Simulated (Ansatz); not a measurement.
## C2H6BBrO2, SMILES COB(Br)OC: a geometry optimisation, step by step

Computed with Ansatz 0.2.0, Python API.

Run as a notebook:

```python
import itertools

import ansatz as az
from ase import Atoms
from ase.data import atomic_numbers, covalent_radii
import numpy as np
```

```python
atoms = Atoms(["C", "O", "B", "Br", "O", "C", "H", "H", "H", "H", "H", "H"], positions=[
    (2.0554, -0.4762, 0.4216),
    (0.8522, 0.0244, 0.9535),
    (0.0706, 0.6255, -0.1405),
    (0.2898, 2.5677, -0.5769),
    (-0.8721, -0.2005, -0.9139),
    (-2.1273, -0.1614, -0.2783),
    (1.8705, -1.2802, -0.3284),
    (2.6408, -0.9295, 1.2478),
    (2.6812, 0.3358, -0.0162),
    (-2.0818, -0.592, 0.749),
    (-2.8344, -0.7856, -0.8625),
    (-2.5449, 0.872, -0.2552),
])
molecule = az.Crystal.molecule_from_ase(atoms)

model = (
    molecule.calculation()
    .basis(gaussian="def2-SVP")
    .functional("PBE", dispersion="d4")
)
symbols = [site.symbol for site in molecule.cartesian_sites]
start = np.array([site.position_ang for site in molecule.cartesian_sites], dtype=float)
summary = model.relax(force_tolerance=0.02).run(threads=1, backend="cpu").report
end = np.array(summary["positions_ang"])
```

    

```python
for key in ("converged", "free_energy_ev", "reference_energy_ev", "n_frozen", "n_occupied", "n_virtual"):
    print(f"{key:22s} {summary[key]}")
```

    converged              True
    free_energy_ev         -76959.505997133
    reference_energy_ev    -76959.25190027937
    n_frozen               0
    n_occupied             [37, 37]
    n_virtual              [95, 95]

```python
# pairs closer than 1.2 times the sum of covalent radii, before or after
radius = [covalent_radii[atomic_numbers[s]] for s in symbols]
span = lambda where, i, j: np.linalg.norm(where[i] - where[j])
bonded = [(i, j) for i, j in itertools.combinations(range(len(symbols)), 2) if min(span(start, i, j), span(end, i, j)) < 1.2 * (radius[i] + radius[j])]
print("pair        before    after (A)")
for i, j in bonded:
    print(f"{symbols[i]}{i}-{symbols[j]}{j}".ljust(10), f"{span(start, i, j):8.4f} {span(end, i, j):8.4f}")
with open("c2h6bbro2_opt.xyz", "w") as handle:
    handle.write(f"{len(symbols)}\nrelaxed C2H6BBrO2\n")
    handle.writelines(f"{s:2s} {x:11.6f} {y:11.6f} {z:11.6f}\n" for s, (x, y, z) in zip(symbols, end))
```

    pair        before    after (A)
    C0-O1        1.4076   1.4138
    C0-H6        1.1149   1.1100
    C0-H7        1.1094   1.1095
    C0-H8        1.1147   1.1101
    O1-B2        1.4728   1.3533
    B2-Br3       2.0027   1.9736
    B2-O4        1.4728   1.3533
    O4-C5        1.4075   1.4138
    C5-H9        1.1148   1.1100
    C5-H10       1.1095   1.1095
    C5-H11       1.1148   1.1101

`c2h6bbro2_opt.xyz`, as written:
```text
12
relaxed C2H6BBrO2
C     2.433432   -0.384044    0.306717
O     1.070987   -0.760423    0.278879
B     0.002235    0.019846   -0.004419
Br    0.218273    1.933862   -0.434448
O    -1.220083   -0.560449    0.017956
C    -2.471285    0.048659   -0.231382
H     2.986670   -0.951900   -0.470165
H     2.859985   -0.644754    1.297242
H     2.572505    0.702454    0.126261
H    -3.094879   -0.006004    0.685253
H    -2.990103   -0.509034   -1.038147
H    -2.367736    1.111786   -0.533747
```

Notes:
- These settings explore the input space; basis and method may be short of convergence.
- The end point is the stationary point reached from this start; no frequency run checks that it is a minimum, and the basis set is modest.
- Total less reference energy is the dispersion correction.
- Finished in 86 s on 1 thread of Arm Neoverse V1, with other jobs on the host, peak memory 0.25 GiB.

(Lines on the test bed's own set-up are left out of the output.)
